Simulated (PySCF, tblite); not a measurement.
**C₅H₈GeSSe: geometry, infrared bands and NMR shifts**

Wanted: the infrared bands and NMR shifts of C₅H₈GeSSe (`[GeH3][S]Cc1ccc[se]1`), by calculation.

Computed with tblite 0.8.0 and PySCF 2.14.0, with density-fitted response routines of our own, on a single molecule in the gas phase. Atoms are numbered from 0 throughout.

## 1. The molecule as given

16 atoms, charge 0, multiplicity 1; geometry from: force field or distance geometry start.

Bonds of the start (Å): Ge0–S1 2.20, S1–C2 1.81, C2–C3 1.48, C3–C4 1.35, C4–C5 1.32, C5–C6 1.36, C6–Se7 1.91, Se7–C3 2.04, Ge0–H8 1.57, Ge0–H9 1.56, Ge0–H10 1.57, C2–H11 1.12, C2–H12 1.13, C4–H13 1.15, C5–H14 1.14, C6–H15 1.08.

## 2. Optimising the geometry with GFN2-xTB

Job settings and geometry (Å):

```
{"job": {"kind": "relax", "xc": "GFN2-xTB", "basis": "xTB"}, "charge": 0, "multiplicity": 1}
Ge    -3.020700     0.578200     0.515000
S     -1.996300    -0.939400    -0.700300
C     -0.512400    -1.615700     0.090000
C      0.572400    -0.617900     0.240700
C      1.583600    -0.328200    -0.598300
C      2.506900     0.582900    -0.345100
C      2.540200     1.308700     0.805100
Se     1.023800     0.659800     1.768300
H     -2.257700     1.946300     0.512100
H     -3.214400     0.156200     2.002300
H     -4.469700     0.893700    -0.011300
H     -0.205700    -2.486300    -0.550900
H     -0.749200    -2.089000     1.091200
H      1.616300    -0.904100    -1.594100
H      3.337300     0.802400    -1.097800
H      3.237800     2.061500     1.129300
```

The run is started by

```
$ OMP_NUM_THREADS=1 python probes_run.py task.json out
```

This one command runs all jobs of the session in turn.

**Question.** This job is followed by: GFN2-xTB harmonic vibrations, gas phase; GIAO PBE0/pcSseg-1 NMR shielding, non-relativistic, gas phase. What will the session give for the following? strongest single infrared mode (GFN2-xTB); zero-point energy (GFN2-xTB); ¹³C shifts against TMS (PBE0/pcSseg-1); ¹H shifts against TMS (PBE0/pcSseg-1, means over atoms taken as alike); ⁷³Ge shifts against GeMe4 (PBE0/pcSseg-1); ³³S shifts against CS2 (PBE0/pcSseg-1); ⁷⁷Se shifts against Me2Se (PBE0/pcSseg-1).

**Answer**, as computed:

| quantity | value |
| --- | --- |
| strongest single infrared mode (GFN2-xTB) | 746 cm⁻¹, 456 km/mol |
| zero-point energy (GFN2-xTB) | 65.6 kcal/mol |
| ¹³C shifts against TMS (PBE0/pcSseg-1) | 162.1, 139.0, 136.3, 135.5, 34.2 ppm |
| ¹H shifts against TMS (PBE0/pcSseg-1, means over atoms taken as alike) | 7.44, 7.37, 7.31, 4.03, 4.01 ppm |
| ⁷³Ge shifts against GeMe4 (PBE0/pcSseg-1) | -171 ppm |
| ³³S shifts against CS2 (PBE0/pcSseg-1) | -86 ppm |
| ⁷⁷Se shifts against Me2Se (PBE0/pcSseg-1) | 625 ppm |

In words: Relaxing lowered the energy by 1.171 eV in 128 steps; the close pair that moved most is C3–Se7, from 2.042 to 1.876 Å. No mode is imaginary among the 42: a minimum at this level. The strongest single mode, at 746 cm⁻¹, is spread over several atoms, H10, H9, H8 among them. Unscaled tight-binding wavenumbers are off by several per cent, some by more. Its intensities can rank the bands wrongly. At PBE0/pcSseg-1: Shielding is most anisotropic at Se7 (span 595 ppm, paramagnetic term -1865 ppm). NICS(1)zz of -24 ppm above the planar ring from C3 marks a diatropic (aromatic) ring current. Spin-orbit coupling is left out, which matters for shieldings and couplings at and beside the heavy atoms.
